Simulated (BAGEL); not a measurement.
# B2H6S2 (SMILES [BH2-]1[SH+][BH2-][SH+]1): PBE0/6-31G(d) (density fitting with qzvpp-jkfit, spherical functions)

Aim: the energy change on altering one bond length of B2H6S2 at PBE0/6-31G* (density fitting with qzvpp-jkfit, spherical functions), from 2 runs. 

The calculation is run with BAGEL 1.2.2.

### 1 The system as given

B2H6S2 has 10 atoms, charge 0, and is taken as a singlet. SMILES: `[BH2-]1[SH+][BH2-][SH+]1`. Geometry: relaxed at PBE0-D4/def2-TZVP.

Bond lengths: B1–S2 1.961 Å, S2–B3 1.961 Å, B1–S4 1.961 Å, B3–S4 1.961 Å, B1–H5 1.195 Å, B1–H6 1.198 Å, S2–H7 1.346 Å, B3–H8 1.195 Å, B3–H9 1.198 Å, S4–H10 1.346 Å. Some angles: B1–S2–B3 80.4°, S2–B1–S4 96.7°, S2–B3–S4 96.7°, B1–S4–B3 80.4°, B1–S2–H7 98.6°, B3–S2–H7 98.6°, S2–B1–H5 114.0°, S2–B1–H6 105.9°, S4–B1–H5 114.0°, S4–B1–H6 105.9°.

### 2 A single-point energy at PBE0/6-31G(d) (density fitting with qzvpp-jkfit, spherical functions)

calc.json reads:

```json
{ "bagel": [

{
  "title": "molecule",
  "basis": "6-31gs.json",
  "df_basis": "qzvpp-jkfit",
  "angstrom": "true",
  "geometry": [
    { "atom": "B", "xyz": [      -0.594400,       1.014400,      -0.540900 ] },
    { "atom": "S", "xyz": [      -0.927100,      -0.914200,      -0.668800 ] },
    { "atom": "B", "xyz": [       0.179400,      -0.879400,       0.950000 ] },
    { "atom": "S", "xyz": [       0.947400,       0.902700,       0.665900 ] },
    { "atom": "H", "xyz": [      -0.355500,       1.537600,      -1.588800 ] },
    { "atom": "H", "xyz": [      -1.492600,       1.459100,       0.115100 ] },
    { "atom": "H", "xyz": [       0.031400,      -1.224600,      -1.560700 ] },
    { "atom": "H", "xyz": [       0.990400,      -1.755900,       1.004200 ] },
    { "atom": "H", "xyz": [      -0.583700,      -0.765100,       1.866200 ] },
    { "atom": "H", "xyz": [       1.887500,       0.574300,      -0.239100 ] }
  ]
},

{ "title": "ks", "xc_func": "pbe0", "charge": 0 },

{ "title": "print", "file": "orbitals.molden", "orbitals": "true" }

]}
```

The basis set 6-31G* is read from a file made from the Basis Set Exchange's data (not shown).

Command:

```bash
$ BAGEL_NUM_THREADS=1 BAGEL calc.json > calc.out
```

What it wrote:

```text
* using 1 threads per process

  ===============================================================
  ===============================================================

  *** Geometry ***

  { "atom" : "B", "xyz" : [     -1.123253,      1.916938,     -1.022153 ] },
  { "atom" : "S", "xyz" : [     -1.751965,     -1.727588,     -1.263849 ] },
  { "atom" : "B", "xyz" : [      0.339017,     -1.661825,      1.795240 ] },
  { "atom" : "S", "xyz" : [      1.790327,      1.705856,      1.258369 ] },
  { "atom" : "H", "xyz" : [     -0.671798,      2.905643,     -3.002397 ] },
  { "atom" : "H", "xyz" : [     -2.820605,      2.757299,      0.217507 ] },
  { "atom" : "H", "xyz" : [      0.059337,     -2.314159,     -2.949296 ] },
  { "atom" : "H", "xyz" : [      1.871585,     -3.318170,      1.897663 ] },
  { "atom" : "H", "xyz" : [     -1.103033,     -1.445829,      3.526607 ] },
  { "atom" : "H", "xyz" : [      3.566858,      1.085270,     -0.451834 ] },

  Number of auxiliary basis functions:      514

  Since a DF basis is specified, we compute 2- and 3-index integrals:
    o Being stored without compression. Storage requirement is 0.024 GB

  Number of basis functions:       76
  Number of electrons      :       48

    * METHOD: MOLECULE                             0.21

  *** Kohn-Sham DFT ***

    * Removing 20434 points whose weight is below 1.00e-10
    * Grid points: 128626

  === Nuclear Repulsion ===
   200.3682039275

       - DIIS with orbital gradients will be used.

  === KS iteration (pbe0 / 6-31gs.json) ===
      0       -822.99108286          0.11677130           0.41
      1       -827.75694188          0.10956807           0.41
      2       -833.24893036          0.10815918           0.36
      3       -848.65773990          0.03798291           0.36
      4       -848.91510195          0.02449178           0.39
      5       -849.30675368          0.00570997           0.40
      6       -849.32383225          0.00198314           0.37
      7       -849.32653423          0.00045776           0.35
      8       -849.32662630          0.00016974           0.36
      9       -849.32663882          0.00002653           0.36
     10       -849.32663924          0.00001298           0.36
     11       -849.32663933          0.00000213           0.37
     12       -849.32663934          0.00000026           0.42
     13       -849.32663934          0.00000006           0.37
     14       -849.32663934          0.00000003           0.35
     15       -849.32663934          0.00000001           0.36
    * SCF iteration converged.

    * Permanent dipole moment:
           (   -0.650441,     0.218857,     0.615527) a.u.

    * METHOD: KS                                   6.59

    * METHOD: PRINT                                0.01

  ===============================================================
```

Run time: 7.2 s. Hardware: 1 thread of Intel Xeon 6975P-C (Granite Rapids), shared host; peak memory 0.48 GiB.

### 3 The distorted shape

dft.json reads:

```json
{ "bagel": [

{
  "title": "molecule",
  "basis": "6-31gs.json",
  "df_basis": "qzvpp-jkfit",
  "angstrom": true,
  "geometry": [
    { "atom": "B", "xyz": [      -0.666074,       0.857431,      -0.226512 ] },
    { "atom": "S", "xyz": [      -0.998774,      -1.071169,      -0.354412 ] },
    { "atom": "B", "xyz": [       0.107726,      -1.036369,       1.264388 ] },
    { "atom": "S", "xyz": [       0.875726,       0.745731,       0.980288 ] },
    { "atom": "H", "xyz": [      -0.355500,       1.537600,      -1.588800 ] },
    { "atom": "H", "xyz": [      -1.564274,       1.302131,       0.429488 ] },
    { "atom": "H", "xyz": [      -0.040274,      -1.381569,      -1.246312 ] },
    { "atom": "H", "xyz": [       0.918726,      -1.912869,       1.318588 ] },
    { "atom": "H", "xyz": [      -0.655374,      -0.922069,       2.180588 ] },
    { "atom": "H", "xyz": [       1.815826,       0.417331,       0.075288 ] }
  ]
},

{
  "title": "ks",
  "xc_func": "pbe0"
},

{
  "title": "print",
  "file": "orbitals.molden",
  "orbitals": true
}

]}
```

The basis set 6-31G* is read from a file made from the Basis Set Exchange's data (not shown).

Command:

```bash
$ BAGEL_NUM_THREADS=1 BAGEL dft.json > dft.out
```

What it wrote:

```text
* using 1 threads per process

  ===============================================================
  ===============================================================

  *** Geometry ***

  { "atom" : "B", "xyz" : [     -1.258697,      1.620310,     -0.428046 ] },
  { "atom" : "S", "xyz" : [     -1.887409,     -2.024216,     -0.669742 ] },
  { "atom" : "B", "xyz" : [      0.203573,     -1.958454,      2.389347 ] },
  { "atom" : "S", "xyz" : [      1.654882,      1.409227,      1.852476 ] },
  { "atom" : "H", "xyz" : [     -0.671798,      2.905643,     -3.002397 ] },
  { "atom" : "H", "xyz" : [     -2.956049,      2.460671,      0.811615 ] },
  { "atom" : "H", "xyz" : [     -0.076107,     -2.610787,     -2.355188 ] },
  { "atom" : "H", "xyz" : [      1.736141,     -3.614799,      2.491770 ] },
  { "atom" : "H", "xyz" : [     -1.238477,     -1.742458,      4.120714 ] },
  { "atom" : "H", "xyz" : [      3.431414,      0.788641,      0.142274 ] },

  Number of auxiliary basis functions:      514

  Since a DF basis is specified, we compute 2- and 3-index integrals:
    o Being stored without compression. Storage requirement is 0.024 GB

  Number of basis functions:       76
  Number of electrons      :       48

    * METHOD: MOLECULE                             0.21

  *** Kohn-Sham DFT ***

    * Removing 20062 points whose weight is below 1.00e-10
    * Grid points: 128998

  === Nuclear Repulsion ===
   199.1310052597

       - DIIS with orbital gradients will be used.

  === KS iteration (pbe0 / 6-31gs.json) ===
      0       -823.09382760          0.11632397           0.35
      1       -827.58562125          0.10858805           0.35
      2       -833.29929226          0.10722447           0.37
      3       -848.60252141          0.03836751           0.36
      4       -848.89159993          0.02411427           0.35
      5       -849.27211220          0.00615088           0.38
      6       -849.29096134          0.00217289           0.35
      7       -849.29410948          0.00058645           0.34
      8       -849.29426218          0.00017898           0.34
      9       -849.29427646          0.00005140           0.34
     10       -849.29427790          0.00001263           0.35
     11       -849.29427799          0.00000393           0.34
     12       -849.29427800          0.00000153           0.35
     13       -849.29427800          0.00000028           0.34
     14       -849.29427800          0.00000006           0.34
     15       -849.29427800          0.00000002           0.35
     16       -849.29427800          0.00000001           0.33
    * SCF iteration converged.

    * Permanent dipole moment:
           (   -0.656617,     0.369307,     0.419383) a.u.

    * METHOD: KS                                   6.53

    * METHOD: PRINT                                0.01

  ===============================================================
```

Run time: 6.9 s. Hardware: 1 thread of Intel Xeon 6975P-C (Granite Rapids), shared host; peak memory 0.49 GiB.

### 4 What came out

Level: PBE0/6-31G* (density fitting with qzvpp-jkfit, spherical functions).

| quantity | value |
| --- | --- |
| first shape: total energy | -849.32664 Eh |
| first shape: dipole moment | 2.34 D |
| first shape: HOMO energy | -8.24 eV |
| first shape: LUMO energy | 0.33 eV |
| first shape: HOMO–LUMO gap | 8.57 eV |
| distorted shape: total energy | -849.29428 Eh |
| distorted shape: dipole moment | 2.19 D |
| distorted shape: HOMO energy | -7.87 eV |
| distorted shape: LUMO energy | 0.06 eV |
| distorted shape: HOMO–LUMO gap | 7.93 eV |
| energy change with the B1–H5 bond stretched from 1.195 to 1.554 Å | 0.881 eV |

With the B1–H5 bond stretched from 1.195 to 1.554 Å the energy rises by 0.88 eV (20.3 kcal/mol). The first shape isn't relaxed at this level, so the change isn't measured from a minimum.
